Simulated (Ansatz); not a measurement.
# LuBe in Ansatz: the effect of functional

The system is LuBe.

```xyz
2
Lattice="3.3204 0.0000 0.0000 0.0000 3.3204 0.0000 0.0000 0.0000 3.3204" Properties=species:S:1:pos:R:3 pbc="T T T"
Lu    0.0000    0.0000    0.0000
Be    1.6602    1.6602    1.6602
```

The cell was built by a generator and needn't be a form met in nature.

Alike in all runs:

```yaml
Program: Ansatz 0.2.0
Task: band structure
Potentials_or_basis: Ansatz PAW
k_mesh: 8 × 8 × 8
Occupations: fermi-dirac, width 0.05 eV
Spin: no spin polarisation
```

| functional | cutoff | pressure (GPa) |
| --- | --- | --- |
| LDA | 420 eV (not typed: the program's choice for these potentials) | -5.4 |
| PBE | 420 eV (not typed: the program's choice for these potentials) | 0.1 |
| PBEsol | 420 eV (not typed: the program's choice for these potentials) | ? |
| RPBE | 420 eV (not typed: the program's choice for these potentials) | 2.3 |
| revPBE | 420 eV (not typed: the program's choice for these potentials) | 1.8 |
| BLYP | 420 eV (not typed: the program's choice for these potentials) | 1.7 |
| r2SCAN | 500 eV (not typed: the program's choice for these potentials) | -0.4 |

Question: What does the run with functional PBEsol give?

Answer: Pressure -2.5 GPa.

Caveats: the PAW data sets come from PBE, with cores solved anew for the run's functional, which leaves a small shift of forces and pressure (some runs).
